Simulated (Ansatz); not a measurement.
# Li2HgI4: the cost of one run

Program: Ansatz 0.2.0. Level of theory: DFT PBE, scalar-relativistic, plane waves, PAW, unless a step names another level. These are calculated values, not measurements.

2 further runs of the same task are left out: 2 that didn't finish. Runs told in other sessions of the task aren't counted.

### Step 1. The starting structure

Symmetry: I-42m, No. 121, tetragonal system. The conventional cell has a = 6.567 Å, b = 6.567 Å, c = 12.664 Å, α = 90.00°, β = 90.00°, γ = 90.00°. Around Li (site symmetry -4) lie 4 I at 2.79 Å. Around Hg (site symmetry -42m) lie 4 I at 2.86 Å. I (site symmetry m) has 2 Li at 2.79 Å and 1 Hg at 2.86 Å in its first shell of neighbours.

As a file:

```xyz
7
Lattice="-3.2837 3.2837 6.3320 3.2837 -3.2837 6.3320 3.2837 3.2837 -6.3320" Properties=species:S:1:pos:R:3 pbc="T T T"
Li    3.2837    0.0000    3.1660
Li    0.0000    3.2837    3.1660
Hg    0.0000    0.0000    0.0000
I     1.6146   -1.6146    7.9488
I     1.6691    1.6691   -1.6167
I     1.6146    1.6146    4.7153
I    -1.6146    1.6146    7.9488
```

It came out lowest among 22 distinct ends of the trial cells. At a tolerance of 0.02 Å it has space group I-42m (No. 121).

### Step 2. A stricter relaxation, on the response runs' mesh and smearing

File input.yaml:

```yaml
crystal:
  lattice:
    - [-3.2836988066, 3.2836988066, 6.3320238171]
    - [3.2836988066, -3.2836988066, 6.3320238171]
    - [3.2836988066, 3.2836988066, -6.3320238171]
  atoms:
    - { symbol: Li, position: [0.25, 0.75, 0.5] }
    - { symbol: Li, position: [0.75, 0.25, 0.5] }
    - { symbol: Hg, position: [0.0, 0.0, 0.0] }
    - { symbol: I, position: [0.3818081319, 0.8735190332, 0.0] }
    - { symbol: I, position: [0.1264809668, 0.1264809668, 0.5082890987] }
    - { symbol: I, position: [0.6181918681, 0.6181918681, 0.4917109013] }
    - { symbol: I, position: [0.8735190332, 0.3818081319, 0.0] }
basis:
  ecutwfc: 420
kpoints:
  mp_grid: { grid: [6, 6, 6] }
hamiltonian:
  xc: pbe
scf:
  occupations: { method: fixed }
output:
  forces: true
  stress: true
  eigenvalues: true
relax:
  adjacent_minimum: "off"
  f_tol: 0.001
  max_steps: 60
  cell: { stress_tol: 0.01 }
```

Launch:

```
> ansatz run input.yaml --threads 3 --pin off --max-ram 7680MiB --backend cpu --events-out ev --progress --plain --runs-dir out
```

Q: Estimate wall time and peak memory on 3 threads of AMD EPYC 9R45 (Zen 5), shared host.

About 40 s, with a peak of 0.87 GiB.
